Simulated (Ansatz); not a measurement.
# AlAsH₂ (singlet): from Hartree-Fock to the top rungs, cc-pVTZ

One table from this session's results is given with a row withheld; the runs are named, their logs left out.

Program: Ansatz 0.2.0, Gaussian basis. Level of theory: cc-pVTZ, core rule «outside noble gas», up to 19 orbitals frozen. These are calculated values, not measurements.

The runs, in order: UHF; CCSD(T) on RHF; CCSD(T) on UHF; BCCD(T) on RHF; CCSDT(Q) on RHF; CCSDT(Q) on UHF.

10 further runs of the same task are left out: 6 for a known fault of the program, 4 set aside as unsound or not needed.

## What is computed

The geometry is a PBE0/def2-TZVP stationary point (not a proven minimum). No spin-orbit coupling is included. The filled d shell of As may be among the frozen orbitals whatever the setting's name suggests; the logs give the count.

4 atoms, charge 0, spin multiplicity 1.

Atoms are counted from 1 here; the program's logs count them from 0.

Bond lengths: Al1–As2 2.346 Å, Al1–H3 1.590 Å, Al1–H4 1.590 Å. Angles: As2–Al1–H3 117.6°, As2–Al1–H4 117.6°, H3–Al1–H4 124.9°.

Set-up of the first run:

in.yaml

```yaml
crystal:
  periodic: [false, false, false]
  atoms:
    - {symbol: Al, position_ang: [0.000000, 0.000000, 1.677141]}
    - {symbol: As, position_ang: [0.000000, 0.000000, -0.668915]}
    - {symbol: H, position_ang: [0.000000, 1.409286, 2.413008]}
    - {symbol: H, position_ang: [0.000000, -1.409286, 2.413008]}
basis:
  gaussian: {orbitals: cc-pVTZ}
magnetization: {spin_polarized: true, initial_magnetization: 0}
hamiltonian: {xc: hf}
output: {orbitals: {seedname: orbitals}}
```

Launch:

```console
$ ansatz run in.yaml --threads 1 --pin off --events-out ev --progress --plain --max-ram 2560MiB --backend cpu
```

Steps of the session up to this table: UHF; CCSD(T) on RHF; CCSD(T) on UHF; BCCD(T) on RHF; CCSDT(Q) on RHF; CCSDT(Q) on UHF.

One of the session's tables, all rows but one given; the rest of the session is left out.

```
   method  from RCCSDT(Q) (meV)
      RHF               +6365.2
      UHF               +5389.6
     RMP2               +1391.7
     UMP2                +916.0
    RCCSD                +315.8
    UCCSD                     ?
 RCCSD(T)                 +82.6
 UCCSD(T)                -345.3
  BCCD(T)                 +81.8
   RCCSDT                 +25.2
   UCCSDT                -571.5
RCCSDT(Q)                     0
UCCSDT(Q)                -649.5
```

Estimate the missing values for UCCSD.

**Answer.** from RCCSDT(Q) (meV): -123.2. In the column «from RCCSDT(Q) (meV)» it lies between UCCSD(T) (-345.3) and RCCSDT(Q) (0).

The program flags UCCSD(T), UCCSDT(Q) as in doubt (see the logs), so those rows may rest on another solution; read them beside their warnings.

Limits of these values: The determinant is far from a pure spin state, so its energy mixes those of several spin states (harmless only where they are near-degenerate, as at dissociation). The program flags UCCSD(T), UCCSDT(Q) as in doubt, so those rows may rest on another solution; read them beside their warnings. Warnings: restricted reference is unstable; spin contamination. Restricted and unrestricted rows rest on different reference determinants; where their highest levels disagree by more than a few hundredths of an eV, they describe different states and don't form one ladder.
